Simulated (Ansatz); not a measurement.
Ir4W:

```
Ir W
1.0
     1.37784    0.79550   11.31056
    -1.37784    0.79550   11.31056
     0.00000   -1.59099   11.31056
Ir W
4 1
Cartesian
  0.0000 0.0000 13.5614
  0.0000 0.0000 27.1728
  0.0000 0.0000 6.7589
  0.0000 0.0000 20.3703
  0.0000 0.0000 0.0000
```

The cell comes from a database or a generator and needn't be the stable form of this composition.

Base run:

```yaml
Program: Ansatz 0.2.0
Functional: r2SCAN
Potentials_or_basis: Ansatz PAW
Cutoff: 500 eV
Density_cutoff: 2000 eV
k_mesh: 11 × 11 × 11
Occupations: fermi-dirac, width 0.05 eV
Spin: no spin polarisation
```

Its results: band gap on the k mesh none (metal or under the smearing width); pressure -8.2 GPa; largest force 0.059 eV/Å.

After a change of settings the same cell gave: band gap on the k mesh none (metal or under the smearing width); pressure 13.6 GPa; largest force 0.092 eV/Å. Which change was it?
A. functional from r2SCAN to BLYP; cutoff from 500 eV to 420 eV; density cutoff from 2000 eV to 1680 eV
B. functional from r2SCAN to PBEsol; potentials or basis from Ansatz PAW to PseudoDojo stringent (PBEsol files); cutoff from 500 eV to 1007 eV; density cutoff from 2000 eV to 4027 eV
C. functional from r2SCAN to PBEsol; potentials or basis from Ansatz PAW to Ansatz PAW earlier set; cutoff from 500 eV to 760 eV; density cutoff from 2000 eV to 3040 eV; valence electrons from 82 to 152
D. functional from r2SCAN to LDA; cutoff from 500 eV to 420 eV; density cutoff from 2000 eV to 1680 eV

A.

Caveats: the PAW data sets come from PBE, with cores solved anew for the run's functional, which leaves a small shift of forces and pressure; the potentials were made for another functional, which shifts forces and pressure (some runs).

Not every run made on this cell is shown here.
